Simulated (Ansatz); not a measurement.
# LaB3N4: the band gap up the ladder of functionals

An exercise on one series of results from a longer session: the logs are not shown, and one member is left open.

The runs shown are made with Ansatz 0.2.0. PAW datasets, plane waves. No spin polarisation and no zero-point or thermal motion; the cell was built from a prototype and may be hypothetical.

### The system as given

The cell was relaxed beforehand with r2SCAN.

The symmetry is P3m1 (No. 156, trigonal); a = 2.813 Å, c = 10.107 Å in the conventional setting, 8.66 Å³ an atom. Around B lie 4 N at 1.57–1.70 Å; around B lie 4 N at 1.48–1.71 Å; around B lie 4 N at 1.55–1.71 Å; around La lie 4 N at 2.21–2.47 Å; around N lie 4 B at 1.57–1.71 Å.

Structure file:

```cif
data_structure
_symmetry_space_group_name_H-M 'P3m1'
_symmetry_Int_Tables_number 156
_cell_length_a 2.8131
_cell_length_b 2.8131
_cell_length_c 10.1074
_cell_angle_alpha 90.000
_cell_angle_beta 90.000
_cell_angle_gamma 120.000
_cell_volume 69.27
loop_
_atom_site_label
_atom_site_type_symbol
_atom_site_symmetry_multiplicity
_atom_site_Wyckoff_symbol
_atom_site_fract_x
_atom_site_fract_y
_atom_site_fract_z
_atom_site_occupancy
B1 B 1 b 0.33333 0.66667 0.04928 1
B2 B 1 b 0.33333 0.66667 0.46233 1
B3 B 1 c 0.66667 0.33333 0.25649 1
La1 La 1 c 0.66667 0.33333 0.75717 1
N1 N 1 b 0.33333 0.66667 0.20453 1
N2 N 1 b 0.33333 0.66667 0.60905 1
N3 N 1 c 0.66667 0.33333 0.41005 1
N4 N 1 c 0.66667 0.33333 0.00111 1
```

Set-up of the first run:

Contents of input.yaml:

```yaml
crystal:
  lattice:
    - [2.8130942017, 0.0, 0.0]
    - [-1.4065471008, 2.4362110419, 0.0]
    - [0.0, 0.0, 10.1073999344]
  atoms:
    - { symbol: B, position: [0.3333333333, 0.6666666667, 0.049279592] }
    - { symbol: B, position: [0.3333333333, 0.6666666667, 0.4623323796] }
    - { symbol: B, position: [0.6666666667, 0.3333333333, 0.2564929236] }
    - { symbol: La, position: [0.6666666667, 0.3333333333, 0.7571651008] }
    - { symbol: "N", position: [0.3333333333, 0.6666666667, 0.2045297195] }
    - { symbol: "N", position: [0.3333333333, 0.6666666667, 0.6090451358] }
    - { symbol: "N", position: [0.6666666667, 0.3333333333, 0.4100483016] }
    - { symbol: "N", position: [0.6666666667, 0.3333333333, 1.0011068472] }
kpoints:
  mp_grid: { grid: [12, 12, 4] }
  band_path:
    path:
      - [[0.0, 0.0, 0.0], [0.5, 2.140408149186e-18, -3.786277789569e-33], [0.3333333333333, 0.3333333333333, -2.178132811131e-33], [0.0, 0.0, 0.0], [5.345064687345e-51, -1.586142368037e-50, 0.5], [0.5, 2.140408149186e-18, 0.5], [0.3333333333333, 0.3333333333333, 0.5], [5.345064687345e-51, -1.586142368037e-50, 0.5]]
      - [[0.5, 2.140408149186e-18, 0.5], [0.5, 2.140408149186e-18, -3.786277789569e-33]]
      - [[0.3333333333333, 0.3333333333333, 0.5], [0.3333333333333, 0.3333333333333, -2.178132811131e-33]]
    npoints: 10
hamiltonian:
  xc: pbe
scf:
  occupations: { method: fermi_dirac, width: 0.02 }
  n_extra_bands: 6
output:
  forces: true
  stress: true
  eigenvalues: true
```

Started as:

```sh
> ansatz run input.yaml --threads 4 --pin off --max-ram 6451MiB --backend cpu --events-out ev --progress --plain --runs-dir out
```

Steps of the session up to this table: Band structure with PBE; Single point with r2SCAN; HSE06; PBE+SOC.

One table of the session follows, with a row left open; its other results are not shown here.

```
  level  gap (eV)
    PBE     -0.45
 r2SCAN     -0.45
  HSE06         ?
PBE+SOC     -0.43
```

Q: Estimate the row for HSE06 from the others.

The run gave: gap (eV): -0.29. In the column «gap (eV)» it is the highest.

Meshes: PBE 12×12×4, r2SCAN 12×12×4, HSE06 6×6×2, PBE+SOC 12×12×4

What this shows: Every level leaves the bands touching or overlapping.

Caveats from the session: Warnings in the runs' records: stress scf threshold loose, filled band counts differ across k points, stress exchange threshold loose.
